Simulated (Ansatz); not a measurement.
# TaO+ (septet): the correlation ladder, def2-TZVPP

One table from this session's results is given with a row withheld; the runs are named, their logs left out.

Method: def2-TZVPP, core rule «outside noble gas», up to 5 orbitals frozen; program: Ansatz 0.2.0, Gaussian basis.

The runs, in order: UHF; ROHF; CCSD(T) on UHF.

**The geometry**

The geometry is a PBE0/def2-TZVP stationary point (not a proven minimum) of the parent state, kept for this charge and spin. No spin-orbit coupling is included. Elements past krypton take def2 core potentials.

2 atoms, charge 1, spin multiplicity 7.

Atoms are counted from 1 here; the program's logs count them from 0.

Bond lengths: Ta1–O2 1.864 Å.

Geometry (Å):

```xyz
2
OTa
Ta    0.0000    0.0000    0.0000
O     0.0000    0.0000    1.8642
```

The first run:

File in.yaml:

```yaml
crystal:
  periodic: [false, false, false]
  atoms:
    - {symbol: Ta, position_ang: [0.000000, 0.000000, 0.000000]}
    - {symbol: O, position_ang: [0.000000, 0.000000, 1.864200]}
basis:
  gaussian: {orbitals: def2-TZVPP}
total_charge: 1
magnetization: {spin_polarized: true, initial_magnetization: 6}
hamiltonian: {xc: hf}
output: {orbitals: {seedname: orbitals}}
```

Run with:

```console
$ ansatz run in.yaml --threads 1 --pin off --events-out ev --progress --plain --max-ram 4096MiB --backend cpu
```

Steps of the session up to this table: UHF; ROHF; CCSD(T) on UHF.

One table of the session follows, with a row left open; its other results are not shown here.

| method | from UCCSD(T) (kcal/mol) |
| --- | --- |
| ROHF | +140.05 |
| UHF | +133.03 |
| UMP2 | +17.83 |
| UCCSD | ? |
| UCCSD(T) | 0 |

**Question.** Estimate the row for UCCSD.

**Answer.** from UCCSD(T) (kcal/mol): +3.01. In the column «from UCCSD(T) (kcal/mol)» it lies between UCCSD(T) (0) and UMP2 (+17.83).
